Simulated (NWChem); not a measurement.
# SeO2 (selenium dioxide) at CAM-PBE0/SBKJC-VDZ (core potential)

What is the vertical ionisation energy of SeO2 (selenium dioxide) at CAM-PBE0/SBKJC-VDZ (core potential)? 

The results are computed with NWChem 7.3.0.

2 further runs of the same task are left out: 1 that didn't finish, 1 set aside as unsound or not needed.

## (1) The structure to begin with

SeO2 has 3 atoms, charge 0, and is taken as a singlet. SMILES: `O=[Se]=O`. The shape comes from GFN2-xTB, which is rough for such elements, and wasn't checked as a minimum.

Bond lengths: O1–Se2 1.567 Å, Se2–O3 1.568 Å. Angles: O1–Se2–O3 109.3°.

## (2) A single-point energy at CAM-PBE0/SBKJC-VDZ (core potential)

Input file o2se.nw:

```
start o2se
title "O2Se CAM-PBE0"
memory 2200 mb
geometry units angstroms noautosym nocenter noautoz
  O        0.451050      -1.230020       0.101400
  Se      -0.535420      -0.070350      -0.271180
  O        0.084370       1.300380       0.169780
end
basis "ao basis" spherical bse
  * library SBKJC-VDZ
end
ecp bse
  O library SBKJC-VDZ
  Se library SBKJC-VDZ
end
dft
  xc xcampbe96 1.0 cpbe96 1.0 hfexch 1.0
  cam 0.30 cam_alpha 0.25 cam_beta 0.75
  grid xfine
  direct
  iterations 200
  mulliken
end
task dft energy
```

The run is started by

```bash
$ nwchem o2se.nw > o2se.out
```

Log:

```text
[...]
          Wavefunction type:  closed shell.
          No. of atoms     :     3
          No. of electrons :    18
[...]
          Charge           :     0
          Spin multiplicity:     1
[...]
          AO basis - number of functions:    24
[...]
              XC Information
              --------------
                     Hartree-Fock (Exact) Exchange  1.000
                     CAM-PBE96 Exchange Functional  1.000
            Perdew 1991 LDA Correlation Functional  1.000 local
           PerdewBurkeErnz. Correlation Functional  1.000 non-local
[...]
 d= 0,ls=0.0,diis     1    -40.7969465053 -7.26D+01  6.95D-02  1.01D+00     0.4
[...]
 d= 0,ls=0.0,diis     8    -40.9622180264 -1.01D-08  6.15D-06  1.76D-08     2.5
         Total DFT energy =      -40.962218026363
      One electron energy =     -129.686021086096
           Coulomb energy =       65.801991916415
    Exchange-Corr. energy =       -8.832650427147
 Nuclear repulsion energy =       31.754461570465
[...]
      Total Density - Mulliken Population Analysis
     ---------------------------------------------
    Atom       Charge   Shell Charges
 -----------   ------   -------------------------------------------------------
    1 O    6     6.49   1.45  3.45  0.44  1.15
    2 Se   6     5.02   1.69  2.97  0.28  0.07
    3 O    6     6.49   1.45  3.45  0.44  1.15
[...]
```

Wall time 3.3 s (1 thread of INTEL XEON PLATINUM 8581C at 2.30GHz (Emerald Rapids), shared host); peak memory 0.12 GiB.

## (3) The doublet cation, same level

Input file job.nw:

```
start job
memory stack 880 mb heap 220 mb global 1100 mb
charge 1
geometry units angstrom noautosym nocenter noautoz
  O      0.451050    -1.230020     0.101400
  Se    -0.535420    -0.070350    -0.271180
  O      0.084370     1.300380     0.169780
end
basis spherical bse
  * library SBKJC-VDZ
end
ecp bse
  O library SBKJC-VDZ
  Se library SBKJC-VDZ
end
dft
  xc xcampbe96 1.0 cpbe96 1.0 hfexch 1.0
  cam 0.30 cam_alpha 0.25 cam_beta 0.75
  mult 2
  grid xfine
  direct
  iterations 150
  mulliken
end
task dft
```

The run is started by

```bash
$ nwchem job.nw > job.out
```

Log:

```text
[...]
          Wavefunction type:  spin polarized.
          No. of atoms     :     3
          No. of electrons :    17
[...]
          Charge           :     1
          Spin multiplicity:     2
[...]
          AO basis - number of functions:    24
[...]
              XC Information
              --------------
                     Hartree-Fock (Exact) Exchange  1.000
                     CAM-PBE96 Exchange Functional  1.000
            Perdew 1991 LDA Correlation Functional  1.000 local
           PerdewBurkeErnz. Correlation Functional  1.000 non-local
[...]
 d= 0,ls=0.0,diis     1    -40.1284365444 -7.19D+01  5.20D-02  5.13D-01     0.6
[...]
 d= 0,ls=0.0,diis    14    -40.5099116566 -2.01D-08  1.97D-06  3.32D-09     7.1
[...]
         Total DFT energy =      -40.509911656574
      One electron energy =     -123.963847176478
           Coulomb energy =       60.131269402185
    Exchange-Corr. energy =       -8.431795452747
 Nuclear repulsion energy =       31.754461570465
[...]
      Total Density - Mulliken Population Analysis
     ---------------------------------------------
    Atom       Charge   Shell Charges
 -----------   ------   -------------------------------------------------------
    1 O    6     6.18   1.48  3.36  0.44  0.90
    2 Se   6     4.64   1.69  2.88  0.13 -0.06
    3 O    6     6.18   1.48  3.36  0.44  0.90
[...]
      <S2> =      0.7841 (Exact =     0.7500)
[...]
```

It took 7.8 s on 1 thread of INTEL XEON PLATINUM 8581C at 2.30GHz (Emerald Rapids), shared host; peak memory 0.12 GiB.

## (4) What came out

At CAM-PBE0/SBKJC-VDZ (core potential):

```
                                          quantity         value
                        singlet SeO2: total energy  -40.96222 Eh
                       singlet SeO2: dipole moment        3.85 D
                         singlet SeO2: HOMO energy     -12.10 eV
                         singlet SeO2: LUMO energy      -2.49 eV
                       singlet SeO2: HOMO–LUMO gap       9.61 eV
                      doublet cation: total energy  -40.50991 Eh
doublet cation: HOMO energy (highest over α and β)     -20.22 eV
 doublet cation: LUMO energy (lowest over α and β)     -12.50 eV
                              doublet cation: ⟨S²⟩         0.784
vertical ionisation energy (to the doublet cation)     12.308 eV
```

In words: The vertical ionisation energy comes to 12.31 eV (284 kcal/mol). −ε(HOMO) before ionisation, 12.10 eV, is 0.21 eV below this ionisation energy. Mulliken charges (doublet cation) run from -0.18 on O1 to +1.36 on Se2; they depend strongly on the basis.
